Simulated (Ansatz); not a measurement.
# CaMn2Bi2: the cost of one run

Computed with Ansatz 0.2.0 (DFT PBE, scalar-relativistic, plane waves, PAW, unless a step's input says otherwise).

### 1 The system as given

It takes space group P-3m1 (No. 164, trigonal). Conventional cell: a = 4.604 Å, b = 4.604 Å, c = 7.772 Å, α = 90.00°, β = 90.00°, γ = 120.00°. Ca (site symmetry -3m) is surrounded by 6 Bi at 3.29 Å. Mn (site symmetry 3m) is surrounded by 4 Bi at 2.85 to 2.87 Å and 3 Mn at 3.23 Å. Bi (site symmetry 3m) has 4 Mn at 2.85 to 2.87 Å as nearest neighbours.

Coordinates:

```xyz
5
Lattice="4.6042 0.0000 0.0000 -2.3021 3.9874 0.0000 0.0000 0.0000 7.7722" Properties=species:S:1:pos:R:3 pbc="T T T"
Ca    0.0000    0.0000    0.0000
Mn    2.3021    1.3291    4.8068
Mn    0.0000    2.6583    2.9654
Bi    2.3021    1.3291    1.9382
Bi    0.0000    2.6583    5.8340
```

An earlier run at PBE left this cell at 28.538 Å³/atom and 0.00 GPa (10×10×6 mesh).

### 2 Antiferromagnetic, in the cell as typed

input.yaml reads:

```yaml
crystal:
  lattice:
    - [4.6042488433, 0.0, 0.0]
    - [-2.3021244217, 3.9873964636, 0.0]
    - [0.0, 0.0, 7.7721564889]
  atoms:
    - { symbol: Ca, position: [0.0, 0.0, 0.0] }
    - { symbol: Mn, position: [0.6666666667, 0.3333333333, 0.6184602734], spin: 3.5 }
    - { symbol: Mn, position: [0.3333333333, 0.6666666667, 0.3815397266], spin: -3.5 }
    - { symbol: Bi, position: [0.6666666667, 0.3333333333, 0.2493781944] }
    - { symbol: Bi, position: [0.3333333333, 0.6666666667, 0.7506218056] }
basis:
  ecutwfc: 420
  ecutrho_ratio: 4
kpoints:
  mp_grid: { grid: [10, 10, 6] }
hamiltonian:
  xc: pbe
scf:
  occupations: { method: gaussian, width: 0.05 }
  lower_state_search: "off"
output:
  forces: true
  stress: true
  eigenvalues: true
  populations: true
magnetization:
  spin_polarized: true
```

Launch:

```sh
$ ansatz run input.yaml --threads 4 --pin off --max-ram 10240MiB --backend cpu --events-out ev --progress --plain --runs-dir out
```

**Question.** How long does this run take on 4 threads of Intel Xeon Platinum 8259CL at 2.50GHz (Skylake/Cascade Lake), shared host, and how much memory does it need?

About 43 s, with a peak of 1 GiB.
